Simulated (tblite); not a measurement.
**SiNHCl3 (SMILES [NH][Si](Cl)(Cl)Cl): GFN1-xTB**

Aim: the electronic atomisation energy of SiNHCl3 at GFN1-xTB, from 5 runs. 

The results are computed with tblite 0.8.0.

20 further runs of the same task are left out: 20 set aside as unsound or not needed.

### 1 The system as given

The species is SiNHCl3 (6 atoms), meant as a doublet with charge 0. SMILES: `[NH][Si](Cl)(Cl)Cl`. The shape is that of a GFN2-xTB optimisation.

Bond lengths: N1–Si2 1.674 Å, Si2–Cl3 2.026 Å, Si2–Cl4 2.026 Å, Si2–Cl5 2.033 Å, N1–H6 1.005 Å. Angles: N1–Si2–Cl3 107.0°, N1–Si2–Cl4 106.9°, N1–Si2–Cl5 115.9°, Cl3–Si2–Cl4 109.1°, Cl3–Si2–Cl5 108.9°, Cl4–Si2–Cl5 108.9°, Si2–N1–H6 129.4°.

### 2 Energy and forces at GFN1-xTB

Input file xtb_job.py:

```python
import json
import numpy as np
from tblite.interface import Calculator
from tblite.interface import symbols_to_numbers

geometry = """
N     -0.760110     0.240810     1.099610
Si     0.168420    -0.170970    -0.231410
Cl     1.746770    -1.238310     0.456130
Cl    -0.977580    -1.362350    -1.403160
Cl     0.859340     1.381090    -1.348510
H     -1.036850     1.149730     1.427330
"""
lines = [l.split() for l in geometry.strip().splitlines()]
symbols = [l[0] for l in lines]
numbers = np.array(symbols_to_numbers(symbols))
positions = np.array([l[1:4] for l in lines], float) / 0.5291772

calc = Calculator("GFN1-xTB", numbers, positions, charge=0, uhf=1)
calc.set("verbosity", 0)
calc.set("accuracy", 0.1)
calc.add("spin-polarization", 1.0)
sp = calc.singlepoint()

print(f"E(total): {sp.get('energy') * 627.5095:.8f} kcal/mol")
eps = np.atleast_2d(sp.get("orbital-energies")) * 27.211386
occ = np.atleast_2d(sp.get("orbital-occupations"))
filled = occ.sum(axis=0) if eps.shape[0] == 1 else occ[0]
homo = np.nonzero(filled > 0.5)[0].max()
print("  MO   occupation   energy/eV")
for i in range(max(0, homo - 4), min(eps.shape[1], homo + 5)):
    print(f"{i + 1:4d} {filled[i]:10.4f} {eps[0, i]:12.4f}")
mu = sp.get("dipole") * 2.541746
print(f"Dipole moment: {np.linalg.norm(mu):.4f} D, components " + " ".join(f"{c:.4f}" for c in mu))
q = sp.get("charges")
g = sp.get("gradient")
print("atom     charge      dE/dx        dE/dy        dE/dz   (Eh/bohr)")
for i, s in enumerate(symbols):
    print(f"{s:<2}{i + 1:<3} {q[i]:9.4f} {g[i, 0]:12.7f} {g[i, 1]:12.7f} {g[i, 2]:12.7f}")
print(f"gradient norm {np.linalg.norm(g):.6f} Eh/bohr")
out = {k: np.asarray(sp.get(k)).tolist() for k in ("energy", "gradient", "charges", "dipole", "orbital-energies", "orbital-occupations")}
out.update(symbols=symbols, positions=(positions * 0.529177210903).tolist())
json.dump(out, open("results.json", "w"))
```

Started as:

```sh
python xtb_job.py
```

Log:

```text
E(total): -11613.93066784 kcal/mol
  MO   occupation   energy/eV
  12     1.0000     -12.7273
  13     1.0000     -12.7165
  14     1.0000     -12.5367
  15     1.0000     -12.2142
  16     1.0000     -11.9411
  17     0.0000      -4.0551
  18     0.0000      -3.5555
  19     0.0000      -3.3906
  20     0.0000      -2.8042
Dipole moment: 1.9247 D, components -0.6216 1.6522 0.7670
atom     charge      dE/dx        dE/dy        dE/dz   (Eh/bohr)
N 1     -0.3460    0.0072018   -0.0062793   -0.0099705
Si2      0.4240   -0.0132492    0.0115397    0.0187468
Cl3     -0.0836    0.0002006   -0.0008475   -0.0022574
Cl4     -0.0832    0.0020179   -0.0008123   -0.0010744
Cl5     -0.1297   -0.0005535   -0.0023664    0.0009275
H 6      0.2184    0.0043824   -0.0012341   -0.0063720
gradient norm 0.030507 Eh/bohr
```

Run time: 0.27 s. Hardware: 1 thread of Intel Xeon at 2.70GHz, shared host.

### 3 The Cl atom: the energy at GFN1-xTB

Input file xtb_job.py:

```python
import json
import numpy as np
from ase import Atoms
from ase.units import Bohr
from tblite.ase import TBLite
from ase.units import Debye

molecule = Atoms(["Cl"], positions=Bohr * np.array([
    [0.000000, 0.000000, 0.000000],
]))
start = molecule.get_positions()

molecule.calc = TBLite(
    method="GFN1-xTB",
    charge=0,
    multiplicity=2,
    accuracy=0.1,
    spin_polarization=1.0,
)
print(f"Potential energy: {molecule.get_potential_energy():.6f} eV")
print(f"Dipole: {np.linalg.norm(molecule.get_dipole_moment()) / Debye:.4f} D")
for a, q in zip(molecule, molecule.get_charges()):
    print(f"{a.symbol}{a.index + 1} {q:+.4f}")
json.dump(dict(energy=molecule.get_potential_energy(), forces=molecule.get_forces().tolist(), dipole=molecule.get_dipole_moment().tolist(), charges=molecule.get_charges().tolist(),
               symbols=molecule.get_chemical_symbols(), start=start.tolist(), final=molecule.positions.tolist()), open("results.json", "w"))
```

Started as:

```sh
python xtb_job.py
```

Log:

```text
------------------------------------------------------------
  cycle        total energy    energy error   density error
------------------------------------------------------------
      1     -4.174378945806  -4.1743789E+00   4.0824829E-01
      2     -4.174378945806   0.0000000E+00   2.4494897E-01
      3     -4.174378945806   0.0000000E+00   1.4695469E-05
      4     -4.174378945806   0.0000000E+00   1.1467140E-14
------------------------------------------------------------

 total:                                   0.001 sec
Potential energy: -113.590637 eV
Dipole: 0.0000 D
Cl1 -0.0000
```

Wall time 0.24 s (1 thread of Intel Xeon at 2.70GHz, shared host).

### 4 The H atom: a single-point energy at GFN1-xTB

Input file run.py:

```python
import json
import numpy as np
from tblite.interface import Calculator

symbols = ["H"]
numbers = np.array([1])
positions = np.array([
    [0.000000, 0.000000, 0.000000],
]) / 0.52917721  # angstrom to bohr

xtb = Calculator("GFN1-xTB", numbers, positions, charge=0, uhf=1)
xtb.set("verbosity", 0)
xtb.set("accuracy", 0.1)
xtb.add("spin-polarization", 1.0)
wfn = xtb.singlepoint()

print(f"Total energy: {wfn.get('energy') * 2625.4996:.8f} kJ/mol")
eps = np.atleast_2d(wfn.get("orbital-energies")) * 27.211386
occ = np.atleast_2d(wfn.get("orbital-occupations"))
filled = occ.sum(axis=0) if eps.shape[0] == 1 else occ[0]
homo = np.nonzero(filled > 0.5)[0].max()
print(f"HOMO {eps[0, homo]:.4f} eV")
if homo + 1 < eps.shape[1]:
    print(f"LUMO {eps[0, homo + 1]:.4f} eV, gap {eps[0, homo + 1] - eps[0, homo]:.4f} eV")
mu = wfn.get("dipole") * 2.541746
print(f"Dipole moment: {np.linalg.norm(mu):.4f} D, components " + " ".join(f"{c:.4f}" for c in mu))
q = wfn.get("charges")
print("Charges:", " ".join(f"{s}{i + 1}={c:+.4f}" for i, (s, c) in enumerate(zip(symbols, q))))
out = {k: np.asarray(wfn.get(k)).tolist() for k in ("energy", "gradient", "charges", "dipole", "orbital-energies", "orbital-occupations")}
out.update(symbols=symbols, positions=(positions * 0.529177210903).tolist())
json.dump(out, open("results.json", "w"))
```

Run the same way, it converges to -0.43724 Eh (log not shown).

### 5 The N atom: a single-point energy at GFN1-xTB

Input file molecule.xyz:

```xyz
1

N      0.000000     0.000000     0.000000
```

Input file script.py:

```python
# GFN1-xTB single point
import json
import numpy as np
from tblite.interface import Calculator
from tblite.interface import symbols_to_numbers

symbols = list(map(str, np.loadtxt("molecule.xyz", skiprows=2, usecols=0, dtype=str, ndmin=1)))
numbers = np.array(symbols_to_numbers(symbols))
positions = np.loadtxt("molecule.xyz", skiprows=2, usecols=(1, 2, 3), ndmin=2) / 0.52917721

tb = Calculator("GFN1-xTB", numbers, positions, charge=0, uhf=3)
tb.set("verbosity", 0)
tb.set("accuracy", 0.1)
tb.add("spin-polarization", 1.0)
result = tb.singlepoint()

print(f"E(total): {result.get('energy'):.8f} Eh")
eps = np.atleast_2d(result.get("orbital-energies")) * 27.211386
occ = np.atleast_2d(result.get("orbital-occupations"))
filled = occ.sum(axis=0) if eps.shape[0] == 1 else occ[0]
homo = np.nonzero(filled > 0.5)[0].max()
print(f"HOMO {eps[0, homo]:.4f} eV")
if homo + 1 < eps.shape[1]:
    print(f"LUMO {eps[0, homo + 1]:.4f} eV, gap {eps[0, homo + 1] - eps[0, homo]:.4f} eV")
mu = result.get("dipole") * 2.541746
print(f"|mu|: {np.linalg.norm(mu):.4f} D, components " + " ".join(f"{c:.4f}" for c in mu))
q = result.get("charges")
print("Charges:", " ".join(f"{s}{i + 1}={c:+.4f}" for i, (s, c) in enumerate(zip(symbols, q))))
out = {k: np.asarray(result.get(k)).tolist() for k in ("energy", "gradient", "charges", "dipole", "orbital-energies", "orbital-occupations")}
out.update(symbols=symbols, positions=(positions * 0.529177210903).tolist())
json.dump(out, open("results.json", "w"))
```

Run the same way, it converges to -3.00978 Eh (log not shown).

### 6 The Si atom: the energy at GFN1-xTB

Input file start.xyz:

```xyz
1
start geometry
Si     0.000000     0.000000     0.000000
```

Input file calc.py:

```python
import json
import numpy as np
from tblite.interface import Calculator
from tblite.interface import symbols_to_numbers

symbols = list(map(str, np.loadtxt("start.xyz", skiprows=2, usecols=0, dtype=str, ndmin=1)))
numbers = np.array(symbols_to_numbers(symbols))
positions = np.loadtxt("start.xyz", skiprows=2, usecols=(1, 2, 3), ndmin=2) / 0.52917721

tb = Calculator("GFN1-xTB", numbers, positions, charge=0, uhf=2)
tb.set("accuracy", 0.1)
tb.add("spin-polarization", 1.0)
result = tb.singlepoint()

print(f"Energy: {result.get('energy') * 627.5095:.8f} kcal/mol")
eps = np.atleast_2d(result.get("orbital-energies")) * 27.211386
occ = np.atleast_2d(result.get("orbital-occupations"))
filled = occ.sum(axis=0) if eps.shape[0] == 1 else occ[0]
homo = np.nonzero(filled > 0.5)[0].max()
print(f"HOMO {eps[0, homo]:.4f} eV")
if homo + 1 < eps.shape[1]:
    print(f"LUMO {eps[0, homo + 1]:.4f} eV, gap {eps[0, homo + 1] - eps[0, homo]:.4f} eV")
mu = result.get("dipole") * 2.541746
print(f"|mu|: {np.linalg.norm(mu):.4f} D, components " + " ".join(f"{c:.4f}" for c in mu))
q = result.get("charges")
print("Charges:", " ".join(f"{s}{i + 1}={c:+.4f}" for i, (s, c) in enumerate(zip(symbols, q))))
out = {k: np.asarray(result.get(k)).tolist() for k in ("energy", "gradient", "charges", "dipole", "orbital-energies", "orbital-occupations")}
out.update(symbols=symbols, positions=(positions * 0.529177210903).tolist())
json.dump(out, open("results.json", "w"))
```

Started as:

```sh
python calc.py
```

Log:

```text
------------------------------------------------------------
  cycle        total energy    energy error   density error
------------------------------------------------------------
      1     -1.652198985142  -1.6521990E+00   8.1649658E-01
      2     -1.652198985142   0.0000000E+00   4.8989795E-01
      3     -1.652198985142   0.0000000E+00   2.9390938E-05
      4     -1.652198985142   0.0000000E+00   9.1374525E-14
------------------------------------------------------------

 total:                                   0.001 sec
Energy: -1036.77055907 kcal/mol
HOMO -8.3397 eV
LUMO -3.1401 eV, gap 5.1996 eV
|mu|: 0.0000 D, components 0.0000 0.0000 0.0000
Charges: Si1=+0.0000
```

Wall time 0.2 s (1 thread of Intel Xeon at 2.70GHz, shared host).

### 7 What came out

Level: GFN1-xTB.

```
                                       quantity         value
                         molecule: total energy  -18.50798 Eh
                        molecule: dipole moment        1.92 D
molecule: HOMO energy (as the program lists it)     -11.94 eV
molecule: LUMO energy (as the program lists it)      -4.06 eV
             molecule: largest force on an atom    1.321 eV/Å
                          Cl atom: total energy   -4.17438 Eh
                         Cl atom: dipole moment        0.00 D
              Cl atom: largest force on an atom    0.000 eV/Å
                           H atom: total energy   -0.43724 Eh
                          H atom: dipole moment        0.00 D
  H atom: HOMO energy (as the program lists it)     -12.87 eV
               H atom: largest force on an atom    0.000 eV/Å
                           N atom: total energy   -3.00978 Eh
                          N atom: dipole moment        0.00 D
  N atom: HOMO energy (as the program lists it)     -14.97 eV
               N atom: largest force on an atom    0.000 eV/Å
                          Si atom: total energy   -1.65220 Eh
                         Si atom: dipole moment        0.00 D
 Si atom: HOMO energy (as the program lists it)      -8.34 eV
 Si atom: LUMO energy (as the program lists it)      -3.14 eV
              Si atom: largest force on an atom    0.000 eV/Å
                  electronic atomisation energy     24.099 eV
```

**Reading.** Taking the molecule apart into free atoms costs 24.10 eV (2325 kJ/mol), before zero-point energy and without spin-orbit coupling. The largest force (molecule) is 1.32 eV/Å: the shape isn't a stationary point for this species at this level. Tight-binding and semi-empirical models aren't fitted to free atoms, so this value can be far from the true one.
